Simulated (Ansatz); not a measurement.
# MnSi4: the cost of one run

Computed with Ansatz 0.2.0 (DFT PBE, scalar-relativistic, plane waves, PAW, unless a step's input says otherwise).

**1. The structure to begin with**

The structure is hexagonal, space group P6/mmm (No. 191). Conventional cell: a = 3.577 Å, b = 3.577 Å, c = 6.471 Å, α = 90.00°, β = 90.00°, γ = 120.00°. Mn (site symmetry 6/mmm) is surrounded by 14 Si at 3.24 to 3.70 Å and 6 Mn at 3.58 Å. Si (site symmetry mmm) is surrounded by 6 Si at 1.79 Å. Si (site symmetry 6/mmm) is surrounded by 6 Si at 1.79 Å.

Coordinates:

```cif
data_structure
_symmetry_space_group_name_H-M 'P 1'
_symmetry_Int_Tables_number 1
_cell_length_a 3.5773
_cell_length_b 3.5773
_cell_length_c 6.4713
_cell_angle_alpha 90.000
_cell_angle_beta 90.000
_cell_angle_gamma 120.000
_cell_volume 71.72
loop_
_atom_site_label
_atom_site_type_symbol
_atom_site_fract_x
_atom_site_fract_y
_atom_site_fract_z
_atom_site_occupancy
Mn1 Mn 0.00000 0.00000 0.50000 1
Si1 Si 0.50000 0.00000 0.00000 1
Si2 Si 0.00000 0.50000 0.00000 1
Si3 Si 0.50000 0.50000 0.00000 1
Si4 Si 0.00000 0.00000 0.00000 1
```

A structure generator made this guess: random cell by space group and Wyckoff sites (P6/mmm, No. 191). Its size is a rough estimate.

**2. Probe: one point on a coarse mesh**

Input file input.yaml:

```yaml
crystal:
  lattice:
    - [3.57725622, 0.0, 0.0]
    - [-1.78862811, 3.09799476, 0.0]
    - [0.0, 0.0, 6.47127589]
  atoms:
    - { symbol: Mn, position: [0.0, 0.0, 0.5], spin: 4.0 }
    - { symbol: Si, position: [0.5, 0.0, 0.0] }
    - { symbol: Si, position: [0.0, 0.5, 0.0] }
    - { symbol: Si, position: [0.5, 0.5, 0.0] }
    - { symbol: Si, position: [0.0, 0.0, 0.0] }
basis:
  ecutwfc: 420
kpoints:
  mp_grid: { grid: [6, 6, 4] }
hamiltonian:
  xc: pbe
scf:
  occupations: { method: gaussian, width: 0.1 }
  lower_state_search: "off"
output:
  forces: true
  stress: true
  eigenvalues: true
  populations: true
magnetization:
  spin_polarized: true
```

Command:

```
> ansatz run input.yaml --threads 1 --pin off --max-ram 2560MiB --backend cpu --events-out ev --progress --plain --runs-dir out
```

**Question.** How long does this run take on 1 thread of AMD EPYC, shared host, and how much memory does it need?

About 19 s, with a peak of 0.43 GiB.
